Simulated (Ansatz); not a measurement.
# Sb3S: the cost of one run

Method: DFT PBE, scalar-relativistic, plane waves, PAW, in Ansatz 0.2.0.

## 1. The starting structure

It takes space group Pm-3m (No. 221, cubic). The conventional cell has a = 4.676 Å, b = 4.676 Å, c = 4.676 Å, α = 90.00°, β = 90.00°, γ = 90.00°. Around Sb (site symmetry 4/mmm) lie 8 Sb at 3.31 Å and 4 S at 3.31 Å. Around S (site symmetry m-3m) lie 12 Sb at 3.31 Å.

As a file:

```
Sb S
1.0
     4.67648    0.00000    0.00000
     0.00000    4.67648    0.00000
     0.00000    0.00000    4.67648
Sb S
3 1
Cartesian
  0.0000 2.3382 2.3382
  2.3382 0.0000 2.3382
  2.3382 2.3382 0.0000
  0.0000 0.0000 0.0000
```

This is candidate A: Cu3Au (L1_2) type (Pm-3m, No. 221).

(A quick probe on a coarse mesh, which set the mesh and smearing, is not shown.)

## 3. Full relaxation (candidate A)

Contents of input.yaml:

```yaml
crystal:
  lattice:
    - [4.6764806029, 0.0, 0.0]
    - [0.0, 4.6764806029, 0.0]
    - [0.0, 0.0, 4.6764806029]
  atoms:
    - { symbol: Sb, position: [0.0, 0.5, 0.5] }
    - { symbol: Sb, position: [0.5, 0.0, 0.5] }
    - { symbol: Sb, position: [0.5, 0.5, 0.0] }
    - { symbol: S, position: [0.0, 0.0, 0.0] }
basis:
  ecutwfc: 420
kpoints:
  mp_grid: { grid: [10, 10, 10] }
hamiltonian:
  xc: pbe
scf:
  occupations: { method: gaussian, width: 0.1 }
output:
  forces: true
  stress: true
  eigenvalues: true
relax:
  adjacent_minimum: "off"
  f_tol: 0.01
  max_steps: 80
  cell: { stress_tol: 0.05 }
```

Command:

```bash
ansatz run input.yaml --threads 1 --pin off --max-ram 2560MiB --backend cpu --events-out ev --progress --plain --runs-dir out
```

**Question.** How long does this run take on 1 thread of Intel Xeon Platinum 8488C (Sapphire Rapids), shared host, and how much memory does it need?

About 36 s, with a peak of 0.48 GiB.
